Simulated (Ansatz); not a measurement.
# GaP: the cost of one run

Computed with Ansatz 0.2.0 (DFT PBE, scalar-relativistic, plane waves, PAW, unless a step's input says otherwise).

1 further run of the same task is left out (set aside as unsound or not needed).

## (1) The system as given

Symmetry: Fd-3m, No. 227, cubic system. Conventional cell: a = 5.470 Å, b = 5.470 Å, c = 5.470 Å, α = 90.00°, β = 90.00°, γ = 90.00°. Around Si (site symmetry -43m) lie 4 Si at 2.37 Å.

Structure file:

```xyz
2
Lattice="0.0000 2.7349 2.7349 2.7349 0.0000 2.7349 2.7349 2.7349 0.0000" Properties=species:S:1:pos:R:3 pbc="T T T"
Si    2.7349    2.7349    2.7349
Si    4.1023    4.1023    4.1023
```

It is the result of an earlier relaxation at this level (volume 20.46 Å³/atom; gap on the mesh: 0.62 eV).

## (2) The film's bulk on the base's lattice

The (100) plane of GaP is fitted to the (100) plane of Si, a strain of -0.6 % along x and -0.6 % along y; the third vector and the atoms relax.

Contents of input.yaml:

```yaml
crystal:
  lattice:
    - [3.8677060746, 0.0, 0.0]
    - [0.0, 3.8677060746, 0.0]
    - [-1.9338530373, -1.9338530373, 2.7738740727]
  atoms:
    - { symbol: Ga, position: [0.0, 0.0, 0.0] }
    - { symbol: P, position: [0.25, 0.75, 0.5] }
basis:
  ecutwfc: 420
kpoints:
  mp_grid: { grid: [7, 7, 10] }
hamiltonian:
  xc: pbe
scf:
  occupations: { method: gaussian, width: 0.02 }
output:
  forces: true
  stress: true
  eigenvalues: true
relax:
  adjacent_minimum: "off"
  f_tol: 0.01
  max_steps: 50
  cell: { fix: [a, b, gamma], stress_tol: 0.1 }
```

Run with:

```console
> ansatz run input.yaml --threads 4 --pin off --max-ram 10240MiB --backend cpu --events-out ev --progress --plain --runs-dir out
```

**Question.** How long does this run take on 4 threads of Intel Xeon 6975P-C (Granite Rapids), shared host, and how much memory does it need?

About 3.5 s, with a peak of 0.49 GiB.
